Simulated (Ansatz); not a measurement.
# Ta4C3: the cost of one run

Computed with Ansatz 0.2.0 (DFT PBEsol, scalar-relativistic, plane waves, PAW, unless a step's input says otherwise).

2 further runs of the same task are left out: 2 set aside as unsound or not needed.

### 1 The starting structure

Symmetry: Pm-3m, No. 221, cubic system. Conventional cell: a = 4.403 Å, b = 4.403 Å, c = 4.403 Å, α = 90.00°, β = 90.00°, γ = 90.00°. Around Ta (site symmetry 4/mmm) lie 4 C at 2.20 Å. Ta (site symmetry m-3m) is surrounded by 6 C at 2.20 Å. Around C (site symmetry 4/mmm) lie 6 Ta at 2.20 Å.

Coordinates:

```cif
data_structure
_symmetry_space_group_name_H-M 'P 1'
_symmetry_Int_Tables_number 1
_cell_length_a 4.4026
_cell_length_b 4.4026
_cell_length_c 4.4026
_cell_angle_alpha 90.000
_cell_angle_beta 90.000
_cell_angle_gamma 90.000
_cell_volume 85.34
loop_
_atom_site_label
_atom_site_type_symbol
_atom_site_fract_x
_atom_site_fract_y
_atom_site_fract_z
_atom_site_occupancy
Ta1 Ta 0.00000 0.50000 0.50000 1
Ta2 Ta 0.50000 0.00000 0.50000 1
Ta3 Ta 0.50000 0.50000 0.00000 1
Ta4 Ta 0.00000 0.00000 0.00000 1
C1 C 0.50000 0.00000 0.00000 1
C2 C 0.00000 0.50000 0.00000 1
C3 C 0.00000 0.00000 0.50000 1
```

It goes back to an entry of the Materials Project, which need not be the stable form.

It is the result of an earlier relaxation at this level (volume 12.19 Å³/atom; gap on the mesh: none (metal)).

### 2 The undisturbed cell

input.yaml reads:

```yaml
crystal:
  lattice:
    - [4.4026022057, 0.0, 0.0]
    - [0.0, 4.4026022057, 0.0]
    - [0.0, 0.0, 4.4026022057]
  atoms:
    - { symbol: Ta, position: [0.0, 0.5, 0.5] }
    - { symbol: Ta, position: [0.5, 0.0, 0.5] }
    - { symbol: Ta, position: [0.5, 0.5, 0.0] }
    - { symbol: Ta, position: [0.0, 0.0, 0.0] }
    - { symbol: C, position: [0.5, 0.0, 0.0] }
    - { symbol: C, position: [0.0, 0.5, 0.0] }
    - { symbol: C, position: [0.0, 0.0, 0.5] }
basis:
  ecutwfc: 420
kpoints:
  mp_grid: { grid: [8, 8, 8] }
hamiltonian:
  xc: pbesol
scf:
  occupations: { method: gaussian, width: 0.15 }
output:
  forces: true
  stress: true
  eigenvalues: true
```

Run with:

```console
$ ansatz run input.yaml --threads 2 --pin off --max-ram 5120MiB --backend cpu --events-out ev --progress --plain --runs-dir out
```

Q: Estimate wall time and peak memory on 2 threads of Intel Xeon Platinum 8488C (Sapphire Rapids), shared host.

About 3 s, with a peak of 0.46 GiB.
